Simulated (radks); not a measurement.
**Se⁴⁺ in [Ar] 3d10 4s1.75 4p0.25: an all-electron calculation**

One table from this session's results is given with a row withheld; the runs are named, their logs left out.

Method: non-relativistic Kohn-Sham, PBE, spin-polarised, spherical densities, point nucleus; open shells are filled with parallel spins first. Code: radks (a radial shooting solver on a logarithmic mesh, Libxc functionals) version 1.

**Starting point**

| Property | Result |
| --- | --- |
| element | selenium (Z = 34) |
| charge | +4 |
| electrons | 30 |
| configuration | [Ar] 3d10 4s1.75 4p0.25 |

The first run:

The run's settings:

```text
Z 34
configuration [Ar] 3d10 4s1.75 4p0.25
relativity non-relativistic
functional pbe,pbe
spin polarised
nucleus point
```

One table of the session follows, with a row left open; its other results are not shown here.

It belongs to the step «Radial structure». Sizes of the orbitals, from the radial functions (bohr):

```
  level      <r>  outermost maximum (interpolated)  90 % within  nodes
  1s up  0.04499                            0.0297       0.0801      0
1s down  0.04499                            0.0297       0.0801      0
  2s up   0.2000                             0.168        0.309      1
2s down   0.2000                             0.168        0.309      1
  2p up   0.1728                             0.133        0.281      0
2p down   0.1728                             0.133        0.281      0
  3s up   0.5844                             0.512        0.871      2
3s down   0.5843                             0.512        0.870      2
  3p up   0.5932                             0.504        0.907      1
3p down   0.5929                             0.504        0.906      1
  3d up   0.6215                             0.451         1.03      0
3d down   0.6204                             0.451         1.02      0
  4s up    1.612                              1.44         2.34      3
4s down    1.612                              1.44         2.34      3
  4p up    1.799                              1.60         2.63      2
4p down        ?                                 ?            ?      ?
```

Q: Estimate the row for 4p down from the others.

The run gave: <r>: 1.803; outermost maximum (interpolated): 1.59; 90 % within: 2.64; nodes: 2. In the column «<r>» it is the highest.
